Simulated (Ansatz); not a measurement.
# RhCl2: the cost of one run

Method: DFT PBE, scalar-relativistic, plane waves, PAW, in Ansatz 0.2.0.

## (1) The system as given

Symmetry: I4/mmm, No. 139, tetragonal system. Conventional cell: a = 3.644 Å, b = 3.644 Å, c = 8.938 Å, α = 90.00°, β = 90.00°, γ = 90.00°. Around Rh (site symmetry 4/mmm) lie 10 Cl at 2.97 to 2.99 Å. Around Cl (site symmetry 4mm) lie 5 Cl at 2.95 to 2.99 Å and 5 Rh at 2.97 to 2.99 Å.

As a file:

```xyz
3
Lattice="-1.8218 1.8218 4.4692 1.8218 -1.8218 4.4692 1.8218 1.8218 -4.4692" Properties=species:S:1:pos:R:3 pbc="T T T"
Rh    0.0000    0.0000    0.0000
Cl    0.0000    0.0000    5.9440
Cl    0.0000    0.0000    2.9944
```

(A quick probe on a coarse mesh, which set the mesh and smearing, is not shown.)

## (3) Coarse relaxation

The input, input.yaml:

```yaml
crystal:
  lattice:
    - [-1.8218317691, 1.8218317691, 4.4691810587]
    - [1.8218317691, -1.8218317691, 4.4691810587]
    - [1.8218317691, 1.8218317691, -4.4691810587]
  atoms:
    - { symbol: Rh, position: [0.0, 0.0, 0.0], spin: 2.32 }
    - { symbol: Cl, position: [0.665, 0.665, 0.0], spin: 0.45 }
    - { symbol: Cl, position: [0.335, 0.335, 0.0], spin: 0.45 }
basis:
  ecutwfc: 420
kpoints:
  mp_grid: { grid: [6, 6, 6] }
hamiltonian:
  xc: pbe
scf:
  occupations: { method: gaussian, width: 0.1 }
  lower_state_search: "off"
output:
  forces: true
  stress: true
  eigenvalues: true
  populations: true
magnetization:
  spin_polarized: true
relax:
  adjacent_minimum: "off"
  f_tol: 0.04
  max_steps: 70
  cell: { stress_tol: 0.4 }
```

The run is started by

```
> ansatz run input.yaml --threads 1 --pin off --max-ram 2560MiB --backend cpu --events-out ev --progress --plain --runs-dir out
```

**Question.** How long does this run take on 1 thread of Intel Xeon 6975P-C (Granite Rapids), shared host, and how much memory does it need?

About 46 s, with a peak of 0.4 GiB.
